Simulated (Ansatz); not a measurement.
Write a Python script for Ansatz 0.2.0 through its Python package that makes a point defect in a supercell of ZrSc, space group P-6m2. Use (first run): r2SCAN, PAW, cutoff 550 eV, 3×3×2 k-points, Fermi-Dirac smearing of 0.1 eV.

```
CELL_PARAMETERS angstrom
3.28285 0.00000 0.00000
-1.64142 2.84303 0.00000
0.00000 0.00000 5.15501
ATOMIC_POSITIONS crystal
Zr 0.66667 0.33333 0.00000
Sc 0.00000 0.00000 0.50000
```

Script `defect.py`:
```python
'''A substitution in a supercell of ZrSc, against the perfect cell.'''

import warnings

import ansatz as az
import numpy as np
from pymatgen.core import Lattice, Structure
from pymatgen.io.ase import AseAtomsAdaptor

warnings.simplefilter('ignore', az.DeckWarning)

pmg_structure = Structure(
    Lattice([(3.28285, 0.0, 0.0), (-1.64142, 2.84303, 0.0), (0.0, 0.0, 5.15501)]),
    ['Zr', 'Sc'],
    [
        (2 / 3, 1 / 3, 0.0),
        (0.0, 0.0, 0.5),
    ],
)
cell = az.Crystal.from_ase(AseAtomsAdaptor.get_atoms(pmg_structure))
host = cell.supercell(2)
defective = host.substitution('Ca', at=(0.0, 0.0, 0.5), replaces='Sc')

def prepare(structure):
    return (
        structure.calculation()
        .basis(550)
        .occupations('Fermi-Dirac', width=100 * az.meV)  # the run then minimises F = E - TS
        .kpoints(3, 3, 2)
        .functional('r2scan')
        .band_table()
    )


perfect = prepare(host).run().report
model = prepare(defective)
model = model.relax(force_tolerance=0.03, max_steps=25)
res = model.run()
data = res.report

n_host, n_defect = len(perfect['lattice']['sites']), len(data['lattice']['sites'])
print(f'perfect cell: {n_host} atoms, F = {perfect["free_energy_ev"]:.4f} eV')
print(f'defect cell:  {n_defect} atoms, F = {data["free_energy_ev"]:.4f} eV')
# chemical potentials are still to be added to this difference
print(f'difference {data["free_energy_ev"] - perfect["free_energy_ev"]:.4f} eV (no chemical potentials)')

start = np.array([site.position for site in defective.resolved().sites])
step = np.array([site.position_frac for site in res.lattice.sites]) - start
moved = np.linalg.norm((step - np.round(step)) @ res.lattice.cell_ang, axis=1)
print('relaxation by atom (A):', ' '.join(f'{site.symbol}:{d:.3f}' for site, d in zip(res.lattice.sites, moved)))

for site in res.lattice.sites:
    print(f'{site.symbol:2s}', ' '.join(f'{v:8.4f}' for v in site.position_ang))
```

`python defect.py` gives:
```text
perfect cell: 16 atoms, F = -50685.1489 eV
defect cell:  16 atoms, F = -50365.0703 eV
difference 320.0786 eV (no chemical potentials)
relaxation by atom (A): Zr:0.076 Ca:0.000 Zr:0.076 Sc:0.000 Zr:0.010 Sc:0.003 Zr:0.010 Sc:0.005 Zr:0.076 Sc:0.003 Zr:0.076 Sc:0.005 Zr:0.076 Sc:0.003 Zr:0.076 Sc:0.005
Zr   1.6735   0.9662  -0.0668
Ca  -0.0000   0.0000   2.5775
Zr   1.6735   0.9662   5.2218
Sc  -0.0000   0.0000   7.7325
Zr   0.0000   3.7907  -0.0102
Sc  -1.6387   2.8446   2.5775
Zr   0.0000   3.7907   5.1652
Sc  -1.6368   2.8457   7.7325
Zr   4.8922   0.9662  -0.0668
Sc   3.2828  -0.0032   2.5775
Zr   4.8922   0.9662   5.2218
Sc   3.2828  -0.0054   7.7325
Zr   3.2829   3.7537  -0.0668
Sc   1.6387   2.8446   2.5775
Zr   3.2829   3.7537   5.2218
Sc   1.6368   2.8457   7.7325
```

Caveats:
- Absolute energies stand on the zero of these potentials, so only differences at equal settings mean something. A total without «per atom» is that of the cell as typed.
- For a metal this k-point mesh is coarse: on a finer one energies can move by several to tens of meV an atom and pressures by half a GPa or more, differences at one mesh by less.
- The relaxation stopped at 0.020 eV/Å, so the energy gained is a lower bound and displacements are uncertain.
- The difference holds no chemical potentials.
- Errors of mesh and smearing per atom add up over the supercell, so the energy can be off by tenths of an eV.
- This cell is a computed structure, which may not be the phase found in nature.
- The supercell is small, so the defect meets its images and the energies aren't those of an isolated defect; a partly filled defect level may also lower its energy by spin or distortion. For a charged cell the difference holds no correction, alignment or term for the electrons' reservoir.
- Finished in 9.7 min on 1 thread of Arm Neoverse N1 (shared host), peak memory 1.8 GiB.
